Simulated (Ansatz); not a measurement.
Working through a check of PAW against all-electron LAPW of Pd, space group Fm-3m

With the Ansatz DFT code, driven from Python.

The cells in order, each with its output:

```python
import ansatz as az
from ase import Atoms
import numpy as np
import pandas as pd
```

```python
def count_gap(report):
    # lowest empty less highest filled band, counting bands; zero where they overlap
    return max(report.get("gap_by_band_count_ev") or 0.0, 0.0)
```

```python
atoms = Atoms(
    ["Pd"],
    scaled_positions=[
        (0.0, 0.0, 0.0),
    ],
    cell=[
        (0.0, 1.9465, 1.9465),
        (1.9465, 0.0, 1.9465),
        (1.9465, 1.9465, 0.0),
    ],
    pbc=True,
)
crystal = az.Crystal.from_ase(atoms)
```

```python
len(crystal.resolved().sites)
```

    1

```python
setup = (
    crystal.calculation()
    .functional("pbesol")
    .kpoints(15)
    .occupations("fermi_dirac", width=0.15)
    .stress()
    .forces()
    .band_table()
)
variants = {
    "PAW": setup.pseudopotentials("paw"),
    "LAPW": setup.pseudopotentials("all_electron", lapw=True),
}
# totals differ by the cores that each treatment holds, so compare what does not depend on them
rows = []
for label, variant in variants.items():
    report = variant.run(threads=1, pin="off").report
    levels = np.array(report["eigenvalues_ev"][0]) - report["fermi_energy_ev"]
    print(label, "levels at the first k-point near E_F:", np.round(levels[np.abs(levels) < 5], 3))
    rows.append((label, report["n_electrons"], np.trace(report["stress_gpa"]) / 3, count_gap(report)))
print(pd.DataFrame(rows, columns=["treatment", "electrons in bands", "P GPa", "gap by band count eV"]).round(4).to_string(index=False))
```

    DeckWarning: basis.ecutwfc = 420 eV, auto-derived from the records' recommended cutoffs: set by Pd (normal level)
    PAW levels at the first k-point near E_F: [-2.916 -2.916 -2.916 -1.288 -1.288]
    LAPW levels at the first k-point near E_F: [-2.917 -2.917 -2.917 -1.288 -1.288]
    treatment  electrons in bands   P GPa  gap by band count eV
          PAW                18.0 -2.0376                   0.0
         LAPW                28.0 -2.0908                   0.0

PAW gives -2.038 GPa and LAPW -2.091 GPa, 0.05 GPa apart. They took 1.1 and 12.5 s of processor time.

Reading the output:
- The run is spin-unpolarised.
- The smearing is wide enough that free energy and stress hold a thermal part of the electrons.
- A gap by band count of zero or less means overlapping bands, a metal.
- Levels are Kohn-Sham eigenvalues on this mesh, without spin-orbit coupling.
- Warnings are shown shortened and without file and line.
- Pressure is positive in compression; the treatments may keep other shells as core, so totals and counts of electrons can differ.
- Finished in 14 s on 1 thread of Arm Neoverse V2 (shared host), peak memory 0.54 GiB.
